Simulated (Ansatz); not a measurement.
# AlBH₈OSi₂: a ladder of functionals and wavefunction methods

One table from this session's results is given with a row withheld; the runs are named, their logs left out.

Computed with Ansatz 0.2.0, Gaussian basis. Level: functionals in def2-TZVPP, the program's frozen cores in correlated methods.

The runs, in order: PBE-D4, r2SCAN-D4, PBE0-D4, B3LYP-D4, ωB97X-V, ωB97M-V, B2PLYP; CCSD(T)/def2-TZVPP; MP2/def2-QZVPP; extrapolation to the limit.

### Structure used throughout

The geometry comes from an earlier relaxation with PBE0-D4 in a triple-zeta def2 set; it is a stationary point, not always the lowest conformer.

SMILES `[BH2][Al]([SiH3])[O][SiH3]`, 13 atoms, charge 0, spin multiplicity 1.

Atoms are counted from 1 here; the program's logs count them from 0.

Bond lengths: B1–Al2 2.122 Å, B1–H6 1.200 Å, B1–H7 1.200 Å, Al2–Si3 2.464 Å, Al2–O4 1.692 Å, Si3–H8 1.493 Å, Si3–H9 1.492 Å, Si3–H10 1.492 Å, O4–Si5 1.623 Å, Si5–H11 1.489 Å, Si5–H12 1.487 Å, Si5–H13 1.487 Å. Angles: Al2–B1–H6 122.6°, Al2–B1–H7 122.6°, H6–B1–H7 114.7°, B1–Al2–Si3 125.9°, B1–Al2–O4 117.9°, Si3–Al2–O4 116.2°, Al2–Si3–H8 110.8°, Al2–Si3–H9 112.3°, Al2–Si3–H10 112.0°, H8–Si3–H9 106.9°, H8–Si3–H10 107.1°, H9–Si3–H10 107.5°, Al2–O4–Si5 168.2°, O4–Si5–H11 110.8°, O4–Si5–H12 110.0°, O4–Si5–H13 110.0°, H11–Si5–H12 108.7°, H11–Si5–H13 108.6° and more.

Set-up of the first run:

in.yaml reads:

```yaml
crystal:
  periodic: [false, false, false]
  atoms:
    - {symbol: B, position_ang: [-2.443781, 0.944286, 0.896948]}
    - {symbol: Al, position_ang: [-0.694114, 0.003127, 0.151746]}
    - {symbol: Si, position_ang: [-0.583310, -2.230822, -0.882105]}
    - {symbol: O, position_ang: [0.766078, 0.852342, 0.255140]}
    - {symbol: Si, position_ang: [2.292452, 1.402008, 0.193764]}
    - {symbol: H, position_ang: [-2.806352, 0.827620, 2.034396]}
    - {symbol: H, position_ang: [-3.165497, 1.607398, 0.205292]}
    - {symbol: H, position_ang: [-0.454921, -2.123039, -2.365476]}
    - {symbol: H, position_ang: [-1.806119, -3.040758, -0.609911]}
    - {symbol: H, position_ang: [0.589428, -3.013150, -0.394958]}
    - {symbol: H, position_ang: [3.056623, 0.718347, -0.885272]}
    - {symbol: H, position_ang: [2.974548, 1.153495, 1.491971]}
    - {symbol: H, position_ang: [2.295466, 2.864548, -0.076634]}
basis:
  gaussian: {orbitals: def2-TZVPP}
hamiltonian: {xc: pbe, dispersion: d4}
output: {forces: true, orbitals: {seedname: orbitals}}
```

The run is started by

```sh
$ ansatz run in.yaml --threads 4 --pin off --events-out ev --progress --plain --max-ram 10444MiB
```

Steps of the session up to this table: PBE-D4 (GGA); r2SCAN-D4 (meta-GGA); PBE0-D4 (hybrid); B3LYP-D4 (hybrid); ωB97X-V (range-separated); ωB97M-V (range-separated); B2PLYP (double hybrid); CCSD(T) in def2-TZVPP; MP2 in def2-QZVPP.

One of the session's tables, all rows but one given; the rest of the session is left out.

| method | atomisation energy (kJ/mol) |
| --- | --- |
| PBE-D4 | 4044.7 |
| r2SCAN-D4 | 4093.1 |
| PBE0-D4 | 4028.2 |
| B3LYP-D4 | 4083.0 |
| ωB97X-V | 4117.3 |
| ωB97M-V | ? |
| B2PLYP | 4035.2 |
| HF/def2-TZVPP | 3150.0 |
| MP2/def2-TZVPP | 3998.5 |
| CCSD/def2-TZVPP | 3952.5 |
| CCSD(T)/def2-TZVPP | 3988.9 |
| MP2/CBS | 4100.4 |
| CCSD(T)/CBS | 4090.8 |

**Question.** Estimate the row for ωB97M-V.

**Answer.** atomisation energy (kJ/mol): 4086.8. In the column «atomisation energy (kJ/mol)» it lies between B3LYP-D4 (4083.0) and CCSD(T)/CBS (4090.8).

Limits of these values: Free atoms (1 B, 1 Al, 2 Si, 1 O, 8 H) were run apart at each level; the atomisation energy is their sum less the molecule, without zero-point or spin-orbit terms.
